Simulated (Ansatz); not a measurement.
## Ni, space group Im-3m: cell relaxations under several functionals, step by step

Computed with the Ansatz DFT code, driven from Python.

The script reads `ni.cif`:
```cif
data_Ni
_cell_length_a 2.396665
_cell_length_b 2.396665
_cell_length_c 2.396665
_cell_angle_alpha 109.47122
_cell_angle_beta 109.47122
_cell_angle_gamma 109.47122
_symmetry_space_group_name_H-M 'P 1'
_symmetry_Int_Tables_number 1
loop_
_symmetry_equiv_pos_as_xyz
'x, y, z'
loop_
_atom_site_label
_atom_site_type_symbol
_atom_site_fract_x
_atom_site_fract_y
_atom_site_fract_z
Ni1 Ni    0.000000    0.000000    0.000000
```

At the Python prompt:
```pycon
>>> import ansatz as az
>>> from ase.io import read
>>> import numpy as np
>>> FILLING = "Fermi-Dirac"
>>> SIGMA = 0.1
>>> K_LENGTH = 29
>>> def edges_and_angles(cell):
...     cell = np.asarray(cell)
...     a, b, c = np.linalg.norm(cell, axis=1)
...     cosines = cell[1] @ cell[2] / (b * c), cell[0] @ cell[2] / (a * c), cell[0] @ cell[1] / (a * b)
...     return (a, b, c, *np.degrees(np.arccos(cosines)))
...
>>> atoms = read("ni.cif")
>>> xtal = az.Crystal.from_ase(atoms).moments(Ni=1.5)
>>> [site.symbol for site in xtal.resolved().sites]
['Ni']
>>> base = (
...     xtal.calculation()
...     .basis(41 * az.Ry)
...     .occupations(FILLING, width=SIGMA)
...     .spin(az.SpinTreatment.COLLINEAR)
...     .kpoints(length=K_LENGTH)
...     .relax(cell=True)
... )
>>> levels = [("lda", "none"), ("r2scan", "d4"), ("pbesol", "d3bj")]
>>> print("level            a       b       c    alpha   beta  gamma  V/atom  steps")
level            a       b       c    alpha   beta  gamma  V/atom  steps
>>> for name, dispersion in levels:
...     seen = []
...     run = base.functional(name, dispersion=dispersion).session().plan()
...     result = run.execute(on_event=lambda e: seen.append(e) if e["event"] == "relax_step" else None)
...     cell = result.lattice.cell_ang
...     label = name if dispersion == "none" else f"{name}+{dispersion}"
...     print("{:13s} {:7.4f} {:7.4f} {:7.4f} {:6.2f} {:6.2f} {:6.2f}".format(label, *edges_and_angles(cell)), f"{abs(np.linalg.det(cell)) / len(result.lattice.sites):7.3f} {len(seen):5d}")
...
RunWarning: the starting moments were not kept: the SCF closed with an absolute magnetisation of 2.0e-4 μB, where they sum to 1.5 μB in size (1 site). That is at most 0.1 of that sum. The system's moment may be that small; this SCF shows only that its start led to no larger one. This SCF took its magnetisation from [...]
lda            2.3554  2.3554  2.3554 109.47 109.47 109.47  10.060     6
r2scan+d4      2.3892  2.3892  2.3892 109.47 109.47 109.47  10.499     4
pbesol+d3bj    2.3626  2.3626  2.3626 109.47 109.47 109.47  10.152     5
```

From smallest to largest: LDA (10.06 Å³ an atom, -5.1 % against the start), PBEsol+D3BJ (10.15 Å³ an atom, -4.2 % against the start) and r2SCAN+D4 (10.50 Å³ an atom, -0.9 % against the start). The spread is 4.4 % in volume.

Caveats:
- The SCF didn't keep the moments it started from (some shrank, vanished or turned); what is printed is the state reached.
- Dispersion corrections can be off by several per cent in the lattices of metals, and by several GPa in the pressure at a fixed cell.
- For a metal this k-point mesh is coarse: on a finer one energies can move by several to tens of meV an atom and pressures by half a GPa or more, differences at one mesh by less.
- Edges and angles are those of the cell as typed, here a primitive one, not of the conventional cell.
- r2SCAN tends to overestimate the moments of itinerant magnets.
- This isn't the structure that Ni takes at ambient conditions.
- Warnings are shown shortened and without file and line.
- Timing: 86 s on 1 thread of Arm Neoverse V2 (shared host), peak memory 0.5 GiB.
